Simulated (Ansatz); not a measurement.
The system is RuAu.

```
Ru Au
1.0
     3.16481    0.00000    0.00000
     0.00000    3.16481    0.00000
     0.00000    0.00000    3.16481
Ru Au
1 1
Cartesian
  0.0000 0.0000 0.0000
  1.5824 1.5824 1.5824
```

The cell was built by a generator and needn't be a form met in nature.

| Quantity | Value |
| --- | --- |
| Program | Ansatz 0.2.0 |
| Task | relaxation of cell and atoms |
| Functional | PBE0 |
| Potentials or basis | Ansatz PAW |
| Cutoff | 420 eV (not typed: the program's choice for these potentials) |
| k mesh | 4 × 4 × 4 |
| Occupations | fermi-dirac, width 0.05 eV |
| Spin | no spin polarisation |

At the start: volume 15.85 Å³/atom.

Task: How do energy, volume and symmetry change on relaxing?

Result: It ends after 4 steps and the volume is 15.34 Å³/atom (-3.2 %); space group Pm-3m (No. 221, to 0.05 Å).

The path:
```csv
step,energy change (eV),largest force (eV/Å),volume (Å³)
1,0.0000,0.0000,31.70
2,-0.0233,0.0000,30.80
3,-0.0237,0.0000,30.69
4,-0.0230,0.0000,30.69
```

Final structure:
```cif
data_structure
_symmetry_space_group_name_H-M 'P 1'
_symmetry_Int_Tables_number 1
_cell_length_a 3.1308
_cell_length_b 3.1308
_cell_length_c 3.1308
_cell_angle_alpha 90.000
_cell_angle_beta 90.000
_cell_angle_gamma 90.000
_cell_volume 30.69
loop_
_atom_site_label
_atom_site_type_symbol
_atom_site_fract_x
_atom_site_fract_y
_atom_site_fract_z
_atom_site_occupancy
Ru1 Ru 0.00000 0.00000 0.00000 1
Au1 Au 0.50000 0.50000 0.50000 1
```

Caveat: the k mesh is coarse (spacing up to 0.50 Å⁻¹), so the values aren't converged, least of all with exact exchange; the plane-wave basis is chosen anew once the cell has moved, so the energies of steps on either side of that aren't comparable; the PAW data sets come from PBE, with cores solved anew for the run's functional, which leaves a small shift of forces and pressure.
